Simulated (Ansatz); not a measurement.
# Al₂H₄Se: how energies converge with the basis set

An exercise on one series of results from a longer session: the logs are not shown, and one member is left open.

The runs use Ansatz 0.2.0, Gaussian basis; one geometry, several basis sets.

Levels to be run: PBE0-D4/def2-SVP; ωB97M-V/def2-SVP; PBE0-D4/def2-QZVPP; ωB97M-V/def2-QZVPP; the functionals' def2-TZVPP values are taken from earlier runs.

## The relaxed structure

All runs share one geometry, relaxed beforehand with PBE0-D4 in a triple-zeta def2 set.

7 atoms, charge 0, spin multiplicity 1.

Atoms are counted from 1 here; the program's logs count them from 0.

Bond lengths: Al1–Al2 2.584 Å, Al1–H4 1.593 Å, Al1–H5 1.593 Å, Al2–Se3 2.331 Å, Al2–H6 1.591 Å, Se3–H7 1.469 Å. Angles: Al2–Al1–H4 121.5°, Al2–Al1–H5 121.4°, H4–Al1–H5 117.1°, Al1–Al2–Se3 117.0°, Al1–Al2–H6 127.9°, Se3–Al2–H6 115.1°, Al2–Se3–H7 93.6°.

The first run:

File in.yaml:

```yaml
crystal:
  periodic: [false, false, false]
  atoms:
    - {symbol: Al, position_ang: [-1.578054, 0.539633, -0.900264]}
    - {symbol: Al, position_ang: [0.683428, 0.231585, 0.310276]}
    - {symbol: Se, position_ang: [1.280704, -1.943041, 0.899269]}
    - {symbol: H, position_ang: [-1.688000, 0.476069, -2.487903]}
    - {symbol: H, position_ang: [-2.924342, 0.803040, -0.090881]}
    - {symbol: H, position_ang: [1.736975, 1.353112, 0.713599]}
    - {symbol: H, position_ang: [2.550590, -1.528300, 1.510404]}
basis:
  gaussian: {orbitals: def2-SVP}
hamiltonian: {xc: pbe0, dispersion: d4}
output: {orbitals: {seedname: orbitals}}
```

Started as:

```console
$ ansatz run in.yaml --threads 2 --pin off --events-out ev --progress --plain --max-ram 4352MiB
```

Steps of the session up to this table: PBE0-D4 in def2-SVP; ωB97M-V in def2-SVP; PBE0-D4 in def2-QZVPP; ωB97M-V in def2-QZVPP.

One table of the session follows, with a row left open; its other results are not shown here.

It belongs to the step «Functionals by basis». 

```
functional       basis  HOMO (eV)  LUMO (eV)
   PBE0-D4    def2-SVP      -7.16      -2.31
   PBE0-D4  def2-TZVPP          ?          ?
   PBE0-D4  def2-QZVPP      -7.13      -2.32
   ωB97M-V    def2-SVP      -9.02      -0.63
   ωB97M-V  def2-TZVPP      -9.03      -0.69
   ωB97M-V  def2-QZVPP      -9.03      -0.78
```

Q: Estimate the row for PBE0-D4, def2-TZVPP from the others.

As computed: HOMO (eV): -7.13; LUMO (eV): -2.31.
